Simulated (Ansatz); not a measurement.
**GaPHS+ (triplet): the correlation ladder, cc-pVDZ**

Aim: climb from Hartree-Fock through coupled cluster for GaPHS+ (triplet) at one geometry and basis, and see what each rung misses.

Computed with Ansatz 0.2.0, Gaussian basis. Level: cc-pVDZ, core rule «outside noble gas», up to 24 orbitals frozen.

To be run: UHF; CCSD(T) on ROHF; CCSD(T) on UHF; BCCD(T) on ROHF; CISD; CCSDT(Q) on ROHF; CCSDT(Q) on UHF.

28 further runs of the same task are left out: 2 for a known fault of the program, 12 that didn't finish, 14 set aside as unsound or not needed.

### Step 1. The geometry

The geometry is a PBE0/def2-TZVP stationary point (not a proven minimum) of the parent state, kept for this charge and spin. No spin-orbit coupling is included. The filled d shell of Ga may be among the frozen orbitals whatever the setting's name suggests; the logs give the count.

4 atoms, charge 1, spin multiplicity 3.

Atoms are counted from 1 here; the program's logs count them from 0.

Bond lengths: P1–Ga2 2.268 Å, P1–H4 1.428 Å, Ga2–S3 2.019 Å. Angles: Ga2–P1–H4 89.2°, P1–Ga2–S3 178.3°.

Geometry (Å):

```xyz
4
GaHPS
P     0.0000   -0.3995    1.6302
Ga    0.0000   -0.3198   -0.6363
S     0.0000   -0.3085   -2.6554
H     0.0000    1.0278    1.6615
```

### Step 2. UHF

in.yaml

```yaml
crystal:
  periodic: [false, false, false]
  atoms:
    - {symbol: P, position_ang: [-0.000003, -0.399478, 1.630239]}
    - {symbol: Ga, position_ang: [0.000009, -0.319823, -0.636341]}
    - {symbol: S, position_ang: [-0.000004, -0.308458, -2.655390]}
    - {symbol: H, position_ang: [-0.000002, 1.027759, 1.661492]}
basis:
  gaussian: {orbitals: cc-pVDZ}
total_charge: 1
magnetization: {spin_polarized: true, initial_magnetization: 2}
hamiltonian: {xc: hf}
output: {orbitals: {seedname: orbitals}}
```

Command:

```bash
$ ansatz run in.yaml --threads 1 --pin off --events-out ev --progress --plain --max-ram 2393MiB
```

Further steps of the session: CCSD(T) on ROHF; CCSD(T) on UHF; BCCD(T) on ROHF; CISD; CCSDT(Q) on ROHF; CCSDT(Q) on UHF.

**Question.** What will the summary of the whole plan be? Wanted: UCCSDT(Q) below the RHF energy; RMP2 from UCCSDT(Q); UMP2 from UCCSDT(Q); RCCSD from UCCSDT(Q); RCCSD(T) from UCCSDT(Q); UCCSD(T) from UCCSDT(Q); RCCSDT(Q) from UCCSDT(Q); T1 diagnostic.

**Answer**, as computed:

```
                         quantity                      value
   UCCSDT(Q) below the RHF energy                 -8.0597 eV
              RMP2 from UCCSDT(Q)                +1440.5 meV
              UMP2 from UCCSDT(Q)                +1471.3 meV
             RCCSD from UCCSDT(Q)                 +318.4 meV
          RCCSD(T) from UCCSDT(Q)                  +65.4 meV
          UCCSD(T) from UCCSDT(Q)                  +65.4 meV
         RCCSDT(Q) from UCCSDT(Q)                   +2.1 meV
levels within 1 kcal/mol (43 meV)  RCCSDT, UCCSDT, RCCSDT(Q)
                    T1 diagnostic                      0.022
```

RCCSD(T) lands +65.4 meV from the yardstick (0.8 % of the correlation energy). These misses are within one basis, not against nature; the frozen cores of restricted and unrestricted runs differ, which can shift their rows.
